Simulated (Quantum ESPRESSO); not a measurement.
# HgS3: Wannier functions under several settings

```
CELL_PARAMETERS angstrom
5.16616 0.00000 0.00000
-2.58308 4.47403 0.00000
0.00000 0.00000 4.88469
ATOMIC_POSITIONS crystal
Hg 0.00000 0.00000 0.50000
S 0.66667 0.33333 0.74610
S 0.66667 0.33333 0.25390
S 0.33333 0.66667 0.50000
```

The cell was built by a generator and needn't be a form met in nature.

All runs used Quantum ESPRESSO 7.5; potentials GBRV 1.5 LDA; k mesh 5 × 5 × 5; given cell; no spin polarisation; cutoff 612 eV; occupations fermi-dirac, width 0.05 eV.

```tsv
level	start	Wannier mesh	spread a function (Å²)	RMS miss of the bands (meV)
LDA	atomic projections with disentanglement	4 × 4 × 4	1.19	4
LDA	atomic projections with disentanglement, not minimised	4 × 4 × 4	?	?
LDA	SCDM with an erfc weight	4 × 4 × 4	1.75	10
```

**Question.** What stands in the row left open?

**Answer.** Spread a function 1.48 Å²; RMS miss of the bands 4 meV.

